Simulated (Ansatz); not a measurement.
# CH6Sn (SMILES [CH3][SnH3]): HSE06/def2-SVP (core potential)

Aim: the energy change on altering one bond length of CH6Sn at HSE06/def2-SVP (core potential), from 2 runs. 

The results are computed with Ansatz 0.2.0.

42 further runs of the same task are left out: 1 that didn't finish, 41 set aside as unsound or not needed.

## Step 1: The molecule

CH6Sn has 8 atoms, charge 0, and is taken as a singlet. SMILES: `[CH3][SnH3]`. The shape is that of a PBE0-D4/def2-TZVP optimisation.

Bond lengths: C1–Sn2 2.140 Å, C1–H3 1.090 Å, C1–H4 1.090 Å, C1–H5 1.090 Å, Sn2–H6 1.709 Å, Sn2–H7 1.709 Å, Sn2–H8 1.709 Å. Some angles: C1–Sn2–H6 110.1°, C1–Sn2–H7 110.1°, C1–Sn2–H8 110.1°, Sn2–C1–H3 110.0°, Sn2–C1–H4 110.0°, Sn2–C1–H5 110.0°, H6–Sn2–H7 108.8°, H6–Sn2–H8 108.8°, H7–Sn2–H8 108.8°, H3–C1–H4 109.0°.

## Step 2: A single-point energy at HSE06/def2-SVP (core potential)

job.yaml reads:

```yaml
basis:
  gaussian:
    orbitals: def2-SVP
crystal:
  periodic: [false, false, false]
  atoms:
    - {symbol: C, position_ang: [1.094500, 0.367400, -0.110600]}
    - {symbol: Sn, position_ang: [-0.919400, -0.329100, 0.082100]}
    - {symbol: H, position_ang: [1.300500, 0.627700, -1.148800]}
    - {symbol: H, position_ang: [1.789300, -0.411200, 0.204000]}
    - {symbol: H, position_ang: [1.244600, 1.249200, 0.512300]}
    - {symbol: H, position_ang: [-2.012000, 0.886800, -0.417500]}
    - {symbol: H, position_ang: [-1.156700, -1.716400, -0.887800]}
    - {symbol: H, position_ang: [-1.248700, -0.731500, 1.710400]}
hamiltonian:
  xc: {name: HSE06}
accuracy: high
output:
  orbitals: {seedname: orbitals}
```

The run is started by

```console
ansatz run job.yaml --threads 1 --pin off --max-ram 3480MiB --events-out events.jsonl --progress --plain --runs-dir runs
```

Standard output:

```text
Warning: RAYON_NUM_THREADS=1 ignored (pool sized by the plan → 1); use --threads N
Functional definition: HSE06
  name "HSE06"
  parameter a = 0.25
  parameter omega = 0.11/bohr
  exchange = pbe_x - a*pbe_x_sr(omega) + a*exact_x_sr(omega)
  correlation = pbe_c
1743 factors; integrals over basis functions are off by at most 3.0e-9 eV
97 factors; integrals over basis functions are off by at most 1.4e-9 eV
mean field evaluation 1: about -6958.2617 eV, gradient 4.4e1 eV
mean field evaluation 2: about -6954.1177 eV, gradient 5.5e1 eV
mean field evaluation 4: about -6963.0557 eV, gradient 8.2e-1 eV
mean field evaluation 8: about -6963.1490 eV, gradient 7.3e-2 eV
mean field evaluation 16: about -6963.1491 eV, gradient 1.3e-6 eV
mean field -6963.14905709 eV, -255.8910080560 hartree, gradient 5.5e-8 eV, S^2 0.000000; 0 other end points of the search recorded, 0 dependent functions left out
reference -6963.14906082 eV, -255.8910081931 hartree; 17, 17 occupied and 53, 53 virtual orbitals, 1743 factors
Total energy: -6963.14906082 eV, -255.8910081931 hartree
```

It took 4.8 s on 1 thread of Arm Neoverse V2, shared host; peak memory 0.22 GiB.

## Step 3: The distorted shape, same level

molecule.yaml reads:

```yaml
crystal:
  periodic: [false, false, false]
  atoms:
    - {symbol: C, position_ang: [1.063595, 0.328349, 0.045154]}
    - {symbol: Sn, position_ang: [-0.950305, -0.368151, 0.237854]}
    - {symbol: H, position_ang: [1.300500, 0.627700, -1.148800]}
    - {symbol: H, position_ang: [1.758395, -0.450251, 0.359754]}
    - {symbol: H, position_ang: [1.213695, 1.210149, 0.668054]}
    - {symbol: H, position_ang: [-2.042905, 0.847749, -0.261746]}
    - {symbol: H, position_ang: [-1.187605, -1.755451, -0.732046]}
    - {symbol: H, position_ang: [-1.279605, -0.770551, 1.866154]}
basis:
  gaussian: {orbitals: def2-SVP}
hamiltonian: {xc: {name: HSE06}}
accuracy: high
output: {orbitals: {seedname: orbitals}}
```

The run is started by

```console
ansatz run molecule.yaml --threads 1 --pin off --max-ram 3480MiB --events-out events.jsonl --progress --plain --runs-dir runs
```

Standard output:

```text
Warning: RAYON_NUM_THREADS=1 ignored (pool sized by the plan → 1); use --threads N
Functional definition: HSE06
  name "HSE06"
  parameter a = 0.25
  parameter omega = 0.11/bohr
  exchange = pbe_x - a*pbe_x_sr(omega) + a*exact_x_sr(omega)
  correlation = pbe_c
1740 factors; integrals over basis functions are off by at most 3.3e-9 eV
98 factors; integrals over basis functions are off by at most 1.3e-9 eV
mean field evaluation 1: about -6958.3032 eV, gradient 4.2e1 eV
mean field evaluation 2: about -6953.9157 eV, gradient 5.4e1 eV
mean field evaluation 4: about -6962.7536 eV, gradient 8.4e-1 eV
mean field evaluation 8: about -6962.8429 eV, gradient 6.6e-2 eV
mean field evaluation 16: about -6962.8430 eV, gradient 9.6e-7 eV
mean field -6962.84295702 eV, -255.8797590859 hartree, gradient 2.7e-8 eV, S^2 0.000000; 0 other end points of the search recorded, 0 dependent functions left out
reference -6962.84296077 eV, -255.8797592239 hartree; 17, 17 occupied and 53, 53 virtual orbitals, 1740 factors
Total energy: -6962.84296077 eV, -255.8797592239 hartree
```

It took 4.8 s on 1 thread of Arm Neoverse V2, shared host; peak memory 0.22 GiB.

## Step 4: What came out

At HSE06/def2-SVP (core potential):

```
                                                         quantity          value
                                        first shape: total energy  -255.89101 Eh
                                         first shape: HOMO energy       -7.99 eV
                                         first shape: LUMO energy        0.42 eV
                                       first shape: HOMO–LUMO gap        8.41 eV
                                    distorted shape: total energy  -255.87976 Eh
                                     distorted shape: HOMO energy       -7.99 eV
                                     distorted shape: LUMO energy        0.31 eV
                                   distorted shape: HOMO–LUMO gap        8.30 eV
energy change with the C1–H3 bond stretched from 1.090 to 1.253 Å       0.306 eV
```

In words: With the C1–H3 bond stretched from 1.090 to 1.253 Å the energy rises by 0.31 eV (29.5 kJ/mol). The first shape isn't relaxed at this level, so the change isn't measured from a minimum.
